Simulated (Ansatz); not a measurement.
# BW2: properties at the relaxed cell

An exercise on one series of results from a longer session: the logs are not shown, and one member is left open.

Computed with Ansatz 0.2.0 (DFT PBEsol, scalar-relativistic, plane waves, PAW, unless a step's input says otherwise).

1 further run of the same task is left out (set aside as unsound or not needed).

**Starting point**

It takes space group I4/mcm (No. 140, tetragonal). Conventional cell: a = 5.536 Å, b = 5.536 Å, c = 4.751 Å, α = 90.00°, β = 90.00°, γ = 90.00°. Around B (site symmetry 422) lie 8 W at 2.37 Å and 2 B at 2.38 Å. W (site symmetry m2m) is surrounded by 4 B at 2.37 Å and 3 W at 2.66 to 2.69 Å.

Coordinates:

```xyz
6
Lattice="-2.7681 2.7681 2.3753 2.7681 -2.7681 2.3753 2.7681 2.7681 -2.3753" Properties=species:S:1:pos:R:3 pbc="T T T"
B     0.0000    0.0000    1.1877
B     0.0000    0.0000    3.5630
W     0.9408    3.7089    0.0000
W     1.8274    0.9408    0.0000
W     1.8274   -0.9408    2.3753
W     0.9408    1.8274    2.3753
```

This cell was relaxed beforehand with the same method: volume 12.13 Å³/atom, gap on the mesh none (metal).

Set-up of the first run:

Contents of input.yaml:

```yaml
crystal:
  lattice:
    - [-2.7681225217, 2.7681225217, 2.3753482252]
    - [2.7681225217, -2.7681225217, 2.3753482252]
    - [2.7681225217, 2.7681225217, -2.3753482252]
  atoms:
    - { symbol: B, position: [0.25, 0.25, 0.0] }
    - { symbol: B, position: [0.75, 0.75, 0.0] }
    - { symbol: W, position: [0.6699262554, 0.1699262554, 0.8398525108] }
    - { symbol: W, position: [0.1699262554, 0.3300737446, 0.5] }
    - { symbol: W, position: [0.3300737446, 0.8300737446, 0.1601474892] }
    - { symbol: W, position: [0.8300737446, 0.6699262554, 0.5] }
basis:
  ecutwfc: 420
kpoints:
  mp_grid: { grid: [10, 10, 10] }
  band_path:
    path:
      - [[0.0, 0.0, 0.0], [0.0, 0.0, 0.5], [-0.5, 0.5, 0.5], [0.0, 0.0, 0.0], [0.43408736, 0.43408736, -0.43408736]]
      - [[-0.43408736, 0.56591264, 0.43408736], [-0.5, 0.5, 0.5]]
      - [[0.0, 0.0, 0.5], [0.25, 0.25, 0.25], [0.0, 0.5, 0.0], [0.0, 0.0, 0.0]]
    npoints: 14
hamiltonian:
  xc: pbesol
scf:
  occupations: { method: gaussian, width: 0.1 }
  n_extra_bands: 15
output:
  forces: true
  stress: true
  eigenvalues: true
  populations: true
  dos: { projected: true, de: 0.02, nscf_kmesh: { grid: [15, 15, 15] } }
  bader: true
```

The run is started by

```bash
$ ansatz run input.yaml --threads 1 --pin off --max-ram 2560MiB --backend cpu --events-out ev --progress --plain --runs-dir out
```

Steps of the session up to this table: Static run: bands, density of states and charges; The cell scaled to 0.97 of its volume; Volume × 1.03; Volume × 0.94; Point at V/V0 = 1.06.

One of the session's tables, all rows but one given; the rest of the session is left out.

It belongs to the step «Fit of the equation of state». 

```
volume (Å³/atom)  energy above the lowest point (meV/atom)  pressure (GPa)
          11.406                                      52.7           24.47
          11.770                                         ?               ?
          12.134                                       0.0            0.00
          12.498                                      11.3           -9.67
          12.862                                      43.0          -17.94
```

**Question.** Estimate the row for volume (Å³/atom) = 11.770.

Worked estimate for «energy above the lowest point (meV/atom)». A straight line through the neighbours (11.406, 52.7) and (12.134, 0.0) gives 52.7 + (0.0 − 52.7) × (11.770 − 11.406) / (12.134 − 11.406) = 26.4; a parabola fitted to 3 rows on both sides gives 13.8.

**Answer.** energy above the lowest point (meV/atom): 12.4; pressure (GPa): 11.29. In «energy above the lowest point (meV/atom)» the line misses by +14.0 and the parabola by +1.4.
